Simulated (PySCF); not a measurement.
# C2H4AlBrClN: the cost of one run

Computed with PySCF 2.14.0, with density-fitted response routines of our own, on a single molecule in the gas phase. Atoms are numbered from 0 throughout.

### Step 1. The molecule as given

10 atoms, charge 0, multiplicity 1; geometry from: PBE0-D3(BJ)/def2-SVP.

Bonds of the start (Å): C0–C1 1.44, C1–N2 1.15, N2–Al3 2.01, Al3–Cl4 2.13, Al3–Br5 2.29, C0–H6 1.10, C0–H7 1.10, C0–H8 1.10, Al3–H9 1.58.

### Step 2. Core-electron binding energies: SCAN, X2C

What the job is given:

```
{"job": {"kind": "xps"}, "charge": 0, "multiplicity": 1}
C     -1.724836     0.553531     1.275897
C     -0.679408     0.208788     0.343230
N      0.168592    -0.072063    -0.381681
Al     1.755859    -0.645769    -1.466676
Cl     2.490062     1.261707    -2.061945
Br     2.891683    -1.661127     0.247031
H     -2.188794     1.505495     0.981098
H     -2.487082    -0.238529     1.285070
H     -1.292336     0.654026     2.282205
H      1.148752    -1.577840    -2.585701
```

Level: delta-SCF UKS SCAN, pcX-2 on the ionised atom, pcseg-1 elsewhere, spin-free X2C.

The run is started by

```
> OMP_NUM_THREADS=1 python probes_run.py task.json out
```

The driver reads the jobs from task.json and runs them one after another.

Q: Estimate the wall time and peak memory of this first job on 1 thread of Intel Xeon 6975P-C, shared host.

About 26 s, with a peak of 0.56 GiB.
